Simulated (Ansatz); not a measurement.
Geometry optimisation, Ansatz 0.2.0, DFT PBE, scalar-relativistic, plane waves, PAW.

Input:

```yaml
crystal:
  lattice:
    - [7.67918, 0.0, 0.0]
    - [3.83959, 6.650365, 0.0]
    - [0.0, 0.0, 18.868765]
  atoms:
    - { symbol: H, position: [0.1666667, 0.1666667, 0.0529976] }
    - { symbol: H, position: [0.6666667, 0.1666667, 0.0529976] }
    - { symbol: H, position: [0.1666667, 0.6666667, 0.0529976] }
    - { symbol: H, position: [0.6666667, 0.6666667, 0.0529976] }
    - { symbol: Si, position: [0.1666667, 0.1666667, 0.1324941] }
    - { symbol: Si, position: [0.6666667, 0.1666667, 0.1324941] }
    - { symbol: Si, position: [0.1666667, 0.6666667, 0.1324941] }
    - { symbol: Si, position: [0.6666667, 0.6666667, 0.1324941] }
    - { symbol: Si, position: [-0.1666667, 0.3333333, 0.1740312] }
    - { symbol: Si, position: [0.3333333, 0.3333333, 0.1740312] }
    - { symbol: Si, position: [-0.1666667, 0.8333333, 0.1740312] }
    - { symbol: Si, position: [0.3333333, 0.8333333, 0.1740312] }
    - { symbol: Si, position: [-0.1666667, 0.3333333, 0.2986423] }
    - { symbol: Si, position: [0.3333333, 0.3333333, 0.2986423] }
    - { symbol: Si, position: [-0.1666667, 0.8333333, 0.2986423] }
    - { symbol: Si, position: [0.3333333, 0.8333333, 0.2986423] }
    - { symbol: Si, position: [0.0, 0.0, 0.3401794] }
    - { symbol: Si, position: [0.5, 0.0, 0.3401794] }
    - { symbol: Si, position: [0.0, 0.5, 0.3401794] }
    - { symbol: Si, position: [0.5, 0.5, 0.3401794] }
    - { symbol: H, position: [0.5, 0.0, 0.417026] }
    - { symbol: H, position: [0.0, 0.5, 0.417026] }
    - { symbol: H, position: [0.5, 0.5, 0.417026] }
    - { symbol: Ru, position: [0.2504846, 0.4972497, 0.4355751], spin: 1.0 }
magnetization:
  spin_polarized: true
basis:
  ecutwfc: 420.0
kpoints:
  mp_grid: { grid: [2, 2, 1] }
hamiltonian:
  xc: pbe
  pseudopotentials: { kind: paw, azcp: { folder: soft_1 } }
scf:
  occupations: { method: fermi_dirac, width: 0.05 }
  lower_state_search: "off"
relax:
  f_tol: 0.03
  max_steps: 60
  adjacent_minimum: "off"
  constraints: [{ sites: [0, 1, 2, 3, 4, 5, 6, 7] }]
output:
  write_density: true
  write_potential: true
  elf: true
  volumetric_format: npy
```

Run as:

```bash
$ ansatz run input.yaml --threads 2 --pin off --max-ram 5120MiB --backend cpu --events-out ev --progress --plain --runs-dir out
```

Problem. Where does it end, and by what steps?

Solution. It converged. The force dipped under the threshold on the way, but the program's further checks kept it going. Limits of this set-up: coarse k mesh, thin slab, slab without dipole correction. After 25 steps the energy has fallen by 1.968 eV; H22 moved furthest, 1.00 Å. Parted: Si19–H22 (1.45 → 1.93 Å). Joined: Si17–Ru24 (3.80 → 2.46 Å).

```tsv
step	energy less start (eV)	largest force component (eV/Å)	accepted
0	0.0000	2.659	yes
1	-0.8014	1.823	yes
2	-1.2427	0.570	yes
3	-1.3547	0.391	yes
4	-1.5861	0.676	yes
5	-1.8013	0.538	yes
6	-1.8742	0.652	yes
7	-1.9331	0.214	yes
8	-1.9378	0.191	yes
9	-1.9428	0.016	yes
10	-1.9428	0.016	yes
11	-1.9429	0.011	yes
12	-1.9430	0.013	yes
13	-1.9431	0.020	yes
14	-1.9442	0.187	yes
15	-1.9450	0.090	yes
16	-1.9502	0.085	yes
17	-1.9538	0.188	yes
18	-1.9591	0.170	yes
19	-1.9619	0.144	yes
20	-1.9626	0.105	yes
21	-1.9648	0.084	yes
22	-1.9660	0.093	yes
23	-1.9675	0.050	yes
24	-1.9676	0.040	yes
25	-1.9678	0.028	yes
```

```xyz
24
Lattice="7.6792 0.0000 0.0000 3.8396 6.6504 0.0000 0.0000 0.0000 18.8688" Properties=species:S:1:pos:R:3
H 1.920 1.108 1.000
H 5.759 1.108 1.000
H 3.840 4.434 1.000
H 7.679 4.434 1.000
Si 1.920 1.108 2.500
Si 5.759 1.108 2.500
Si 3.840 4.434 2.500
Si 7.679 4.434 2.500
Si 0.007 2.178 3.447
Si 3.837 2.228 3.278
Si 1.902 5.549 3.156
Si 5.774 5.547 3.185
Si 0.040 1.929 6.018
Si 3.877 2.303 5.646
Si 1.803 5.560 5.442
Si 5.833 5.544 5.491
Si -0.031 -0.590 6.509
Si 3.820 0.072 6.332
Si 1.878 3.417 6.370
Si 5.850 3.356 6.315
H 3.853 -0.052 7.831
H 2.152 4.278 8.075
H 5.528 3.564 7.900
Ru 3.736 3.901 7.677
```

Run time: 9.6 min on 2 threads of Arm Neoverse V2, on a shared host, peak memory 1.5 GiB.
